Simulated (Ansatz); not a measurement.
# C₅H₁₅GeN: small, medium and large basis sets

The task here is to estimate one member of a computed series from the others.

Method: one geometry, several basis sets; program: Ansatz 0.2.0, Gaussian basis.

The runs, in order: PBE0-D4/def2-SVP; ωB97M-V/def2-SVP; PBE0-D4/def2-QZVPP; ωB97M-V/def2-QZVPP; the functionals' def2-TZVPP values are taken from earlier runs.

## Structure used throughout

An earlier PBE0-D4 in a triple-zeta def2 set relaxation fixed the geometry.

SMILES `CC[N]([GeH3])C(C)C`, 22 atoms, charge 0, spin multiplicity 1.

Atoms are counted from 1 here; the program's logs count them from 0.

Bond lengths: C1–C2 1.519 Å, C1–H8 1.092 Å, C1–H9 1.094 Å, C1–H10 1.093 Å, C2–N3 1.458 Å, C2–H11 1.097 Å, C2–H12 1.099 Å, N3–Ge4 1.840 Å, N3–C5 1.456 Å, Ge4–H13 1.551 Å, Ge4–H14 1.537 Å, Ge4–H15 1.536 Å, C5–C6 1.524 Å, C5–C7 1.518 Å, C5–H16 1.106 Å, C6–H17 1.091 Å, C6–H18 1.093 Å, C6–H19 1.093 Å and more. Angles: C2–C1–H8 110.9°, C2–C1–H9 111.0°, C2–C1–H10 110.4°, H8–C1–H9 108.6°, H8–C1–H10 107.7°, H9–C1–H10 108.1°, C1–C2–N3 113.3°, C1–C2–H11 109.8°, C1–C2–H12 108.7°, N3–C2–H11 108.9°, N3–C2–H12 111.0°, H11–C2–H12 104.9°, C2–N3–Ge4 114.9°, C2–N3–C5 114.9°, Ge4–N3–C5 121.9°, N3–Ge4–H13 113.0°, N3–Ge4–H14 104.8°, N3–Ge4–H15 111.2° and more.

Set-up of the first run:

in.yaml

```yaml
crystal:
  periodic: [false, false, false]
  atoms:
    - {symbol: C, position_ang: [0.102647, -2.497045, 0.342006]}
    - {symbol: C, position_ang: [-0.818878, -1.351086, -0.039015]}
    - {symbol: N, position_ang: [-0.293561, -0.042561, 0.331424]}
    - {symbol: Ge, position_ang: [-0.967169, 0.646791, 1.898522]}
    - {symbol: C, position_ang: [0.071838, 0.810728, -0.790592]}
    - {symbol: C, position_ang: [1.231660, 0.212130, -1.577960]}
    - {symbol: C, position_ang: [0.436760, 2.211413, -0.334716]}
    - {symbol: H, position_ang: [1.078695, -2.387947, -0.134568]}
    - {symbol: H, position_ang: [-0.324693, -3.459437, 0.045240]}
    - {symbol: H, position_ang: [0.261652, -2.515608, 1.422911]}
    - {symbol: H, position_ang: [-1.004139, -1.365918, -1.119681]}
    - {symbol: H, position_ang: [-1.802470, -1.523540, 0.418889]}
    - {symbol: H, position_ang: [-2.281154, 1.444409, 1.693950]}
    - {symbol: H, position_ang: [-1.263611, -0.582082, 2.773557]}
    - {symbol: H, position_ang: [0.059348, 1.554188, 2.592291]}
    - {symbol: H, position_ang: [-0.787864, 0.900640, -1.480111]}
    - {symbol: H, position_ang: [1.000177, -0.788578, -1.946831]}
    - {symbol: H, position_ang: [1.468383, 0.836313, -2.443644]}
    - {symbol: H, position_ang: [2.118820, 0.143164, -0.942800]}
    - {symbol: H, position_ang: [-0.396100, 2.713034, 0.166281]}
    - {symbol: H, position_ang: [1.288926, 2.187837, 0.349559]}
    - {symbol: H, position_ang: [0.711430, 2.823054, -1.196115]}
basis:
  gaussian: {orbitals: def2-SVP}
hamiltonian: {xc: pbe0, dispersion: d4}
output: {orbitals: {seedname: orbitals}}
```

Started as:

```sh
$ ansatz run in.yaml --threads 4 --pin off --events-out ev --progress --plain --max-ram 41984MiB --backend cpu
```

Steps of the session up to this table: PBE0-D4 in def2-SVP; ωB97M-V in def2-SVP; PBE0-D4 in def2-QZVPP; ωB97M-V in def2-QZVPP.

One of the session's tables, all rows but one given; the rest of the session is left out.

It belongs to the step «Functionals by basis». 

| functional | basis | HOMO (eV) | LUMO (eV) |
| --- | --- | --- | --- |
| PBE0-D4 | def2-SVP | -5.96 | 1.18 |
| PBE0-D4 | def2-TZVPP | ? | ? |
| PBE0-D4 | def2-QZVPP | -6.07 | 0.56 |
| ωB97M-V | def2-SVP | -8.24 | 2.96 |
| ωB97M-V | def2-TZVPP | -8.35 | 2.40 |
| ωB97M-V | def2-QZVPP | -8.36 | 1.79 |

Q: Estimate the row for PBE0-D4, def2-TZVPP from the others.

**Answer.** HOMO (eV): -6.05; LUMO (eV): 0.85. In the column «HOMO (eV)» it lies between PBE0-D4, def2-QZVPP (-6.07) and PBE0-D4, def2-SVP (-5.96).
